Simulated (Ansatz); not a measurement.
Al2O3, space group Pnnm, a single point from a YAML input

Run with Ansatz's Python interface.

`al2o3_yaml_run.py`
```python
import ansatz as az
import numpy as np

INPUT = """
crystal:
  lattice:
    - [4.613777, 0.0, 0.0]
    - [0.0, 9.563279, 0.0]
    - [0.0, 0.0, 3.119862]
  atoms:
    - { symbol: Al, position: [0.517025, 0.324573, 0.5] }
    - { symbol: Al, position: [0.482975, 0.675427, 0.5] }
    - { symbol: Al, position: [0.017025, 0.175427, 0.0] }
    - { symbol: Al, position: [0.982975, 0.824573, 0.0] }
    - { symbol: O, position: [0.876365, 0.24695, 0.5] }
    - { symbol: O, position: [0.0, 0.0, 0.0] }
    - { symbol: O, position: [0.623635, 0.74695, 0.0] }
    - { symbol: O, position: [0.376365, 0.25305, 0.0] }
    - { symbol: O, position: [0.123635, 0.75305, 0.5] }
    - { symbol: O, position: [0.5, 0.5, 0.5] }
kpoints:
  mp_grid: { grid: [4, 2, 6] }
hamiltonian:
  xc: pbesol
scf:
  occupations: { method: fixed }
basis:
  ecutwfc: "420 eV"
output:
  stress: true
  eigenvalues: true
"""


def main() -> None:
    res = az.Session.from_yaml(INPUT).plan().execute()
    data = res.report

    print(f"free energy      {data['free_energy_ev']:.5f} eV")
    print(f"per atom         {data['free_energy_ev'] / len(res.lattice.sites):.5f} eV")
    print(f"SCF iterations   {data['n_iterations']}  (converged: {data['converged']})")

    edges = data.get("band_edges_ev")
    if edges:
        print(f"band edges on the mesh: {edges[0]:.3f} and {edges[1]:.3f} eV, gap {edges[1] - edges[0]:.3f} eV")
    else:
        print("no band edges reported (a metal, or a gap too narrow for this smearing); Fermi level", round(data["fermi_energy_ev"], 3), "eV")

    sigma = data["stress_gpa"]
    voigt = [sigma[0][0], sigma[1][1], sigma[2][2], sigma[1][2], sigma[0][2], sigma[0][1]]
    print("stress xx yy zz yz xz xy (GPa, compression positive):", " ".join(f"{s:.3f}" for s in voigt))
    print("P =", round(10 * float(np.mean(voigt[:3])), 2), "kbar")

    fermi = data["fermi_energy_ev"]
    print("levels less the Fermi level (eV) at the first k-points")
    for k, levels in list(zip(data["kpoints_frac"], data["eigenvalues_ev"]))[:4]:
        print("k = ({:.3f}, {:.3f}, {:.3f})".format(*k))
        print("   ", " ".join(f"{e - fermi:.3f}" for e in levels))

    print("doubts on the final state:", data["published_state_doubts"] or "none")
    print("warnings:", sorted({n["data"]["kind"] for n in res.notices if n["data"].get("severity") in ("warning", "doubt")}) or "none")

    terms = data["components"]
    print({name: round(terms[name], 3) for name in ("e_kinetic", "e_hartree", "e_xc", "e_local", "e_nonlocal")})


if __name__ == "__main__":
    main()
```

```console
$ python al2o3_yaml_run.py
free energy      -5476.98650 eV
per atom         -547.69865 eV
SCF iterations   7  (converged: True)
band edges on the mesh: 2.736 and 6.163 eV, gap 3.428 eV
stress xx yy zz yz xz xy (GPa, compression positive): -1.163 -0.858 -5.751 0.000 0.000 0.000
P = -25.91 kbar
levels less the Fermi level (eV) at the first k-points
k = (0.000, 0.000, 0.000)
    -18.846 -18.771 -17.505 -17.477 -16.227 -16.111 -6.740 -6.239 -4.662 -4.264 -4.240 -4.208 -3.664 -3.239 -3.234 -2.983 -2.968 -2.199 -1.608 -1.295 -1.051 -0.517 -0.062 0.000 3.428 4.958 6.051 6.776 6.992 7.917 8.497 9.340
k = (0.000, 0.000, 0.167)
    -18.690 -18.622 -17.496 -17.480 -16.185 -16.073 -6.501 -6.019 -4.911 -4.721 -4.439 -4.263 -3.677 -3.549 -3.494 -3.383 -3.186 -2.192 -1.692 -1.494 -0.958 -0.572 -0.491 -0.356 4.358 5.675 6.636 7.556 7.557 8.408 9.131 9.293
k = (0.000, 0.000, 0.333)
    -18.290 -18.244 -17.560 -17.557 -16.086 -16.006 -6.007 -5.498 -5.460 -5.391 -5.307 -4.868 -3.907 -3.818 -3.759 -3.357 -3.270 -2.276 -2.118 -1.961 -0.947 -0.904 -0.799 -0.677 6.156 6.830 7.398 8.233 8.746 9.042 9.594 10.281
k = (0.000, 0.000, -0.500)
    -17.839 -17.839 -17.824 -17.824 -16.003 -16.003 -5.957 -5.957 -5.588 -5.588 -4.711 -4.711 -4.649 -4.649 -3.261 -3.261 -2.823 -2.823 -2.320 -2.320 -1.080 -1.080 -0.716 -0.716 7.584 7.584 7.934 7.934 8.282 8.282 10.290 10.290
doubts on the final state: none
warnings: none
{'e_kinetic': 1161.635, 'e_hartree': 1137.609, 'e_xc': -597.867, 'e_local': -3044.204, 'e_nonlocal': 329.692}
```

What to keep in mind:
- Absolute energies stand on the zero of these potentials, so only differences at equal settings mean something.
- Semilocal gaps usually lie well under measured ones.
- The energy terms are those on the plane-wave grid, with the one-centre PAW part apart; the terms shown are only some of the summands, so they needn't add up to F.
- The Fermi level of a run with fixed occupations marks the highest occupied state on its mesh, not mid-gap.
- The structure comes from a database of computed cells and needn't be a stable or known phase.
- Gaps and levels are Kohn-Sham values on a finite set of k-points.
- The whole script took 6.9 s on 1 thread of Arm Neoverse V1, on a shared host, peak memory 0.43 GiB.

(Lines on the test bed's own set-up are left out of the output.)
